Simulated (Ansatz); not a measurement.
# GaNH (quartet): wave-function methods side by side at a displaced geometry (v2), cc-pVDZ

An exercise on one series of results from a longer session: the logs are not shown, and one member is left open.

The runs use Ansatz 0.2.0, Gaussian basis; cc-pVDZ, core rule «outside noble gas», up to 15 orbitals frozen.

To be run: UHF; CCSD(T) on ROHF; CCSD(T) on UHF; BCCD(T) on ROHF; CISD as a restricted active space (open shells left free, so some higher excitations enter); CCSDT(Q) on ROHF; CCSDT(Q) on UHF; CASSCF and MRCISD+Q, 9 electrons in 9 orbitals; CASSCF and NEVPT4(SD), 9 electrons in 9 orbitals; CASSCF and NEVPT2, 9 electrons in 9 orbitals.

24 further runs of the same task are left out: 6 for a known fault of the program, 6 that didn't finish, 12 set aside as unsound or not needed. Runs told in other sessions of the task aren't counted.

## The system

The geometry is a PBE0/def2-TZVP stationary point (not a proven minimum) with its atoms shifted at random (size 0.100 Å). No spin-orbit coupling is included. The filled d shell of Ga may be among the frozen orbitals whatever the setting's name suggests.

3 atoms, charge 0, spin multiplicity 4.

Atoms are counted from 1 here; the program's logs count them from 0.

Bond lengths: N1–Ga2 1.980 Å, Ga2–H3 1.592 Å. Angles: N1–Ga2–H3 113.4°.

As a file:

```
N     0.13671    0.08730    1.65232
Ga   -0.02816   -0.03741   -0.31679
H     0.04846    1.37495   -1.04789
```

Set-up of the first run:

in.yaml

```yaml
crystal:
  periodic: [false, false, false]
  atoms:
    - {symbol: N, position_ang: [0.136710, 0.087300, 1.652320]}
    - {symbol: Ga, position_ang: [-0.028164, -0.037414, -0.316787]}
    - {symbol: H, position_ang: [0.048456, 1.374950, -1.047888]}
basis:
  gaussian: {orbitals: cc-pVDZ}
magnetization: {spin_polarized: true, initial_magnetization: 3}
hamiltonian: {xc: hf}
output: {orbitals: {seedname: orbitals}}
```

Run with:

```sh
ansatz run in.yaml --threads 1 --pin off --events-out ev --progress --plain --max-ram 2393MiB
```

Steps of the session up to this table: UHF; CCSD(T) on ROHF; CCSD(T) on UHF; BCCD(T) on ROHF; CISD as a restricted active space (open shells left free, so some higher excitations enter); CCSDT(Q) on ROHF; CCSDT(Q) on UHF; CASSCF and MRCISD+Q, 9 electrons in 9 orbitals; CASSCF and NEVPT4(SD), 9 electrons in 9 orbitals; CASSCF and NEVPT2, 9 electrons in 9 orbitals.

One table of the session follows, with a row left open; its other results are not shown here.

| method | from UCCSDT(Q) (kJ/mol) |
| --- | --- |
| ROHF | +488.4 |
| UHF | ? |
| RMP2 | +96.3 |
| UMP2 | +95.5 |
| RCCSD | +15.6 |
| UCCSD | +13.9 |
| RCCSD(T) | +4.3 |
| UCCSD(T) | +3.6 |
| BCCD(T) | +4.4 |
| RCCSDT | +1.6 |
| UCCSDT | +0.8 |
| RCCSDT(Q) | +0.8 |
| UCCSDT(Q) | 0 |
| CASSCF valence | +340.9 |
| NEVPT2 valence | +74.1 |
| NEVPT4(SD) valence | +9.6 |
| MRCISD valence | +19.0 |
| MRCISD+Q valence | +2.0 |

Q: Estimate the row for UHF from the others.

**Answer.** from UCCSDT(Q) (kJ/mol): +463.0. In the column «from UCCSDT(Q) (kJ/mol)» it lies between CASSCF valence (+340.9) and ROHF (+488.4).

Not comparable, so not listed: CISD as a restricted active space (open shells left free, so some higher excitations enter) (they don't share determinant, frozen orbitals or solution with the rows shown, or repeat one).

Caveats from the session: Restricted and unrestricted rows rest on different reference determinants; a gap between their highest levels can come from leftover correlation error, from unlike frozen cores or from another state.
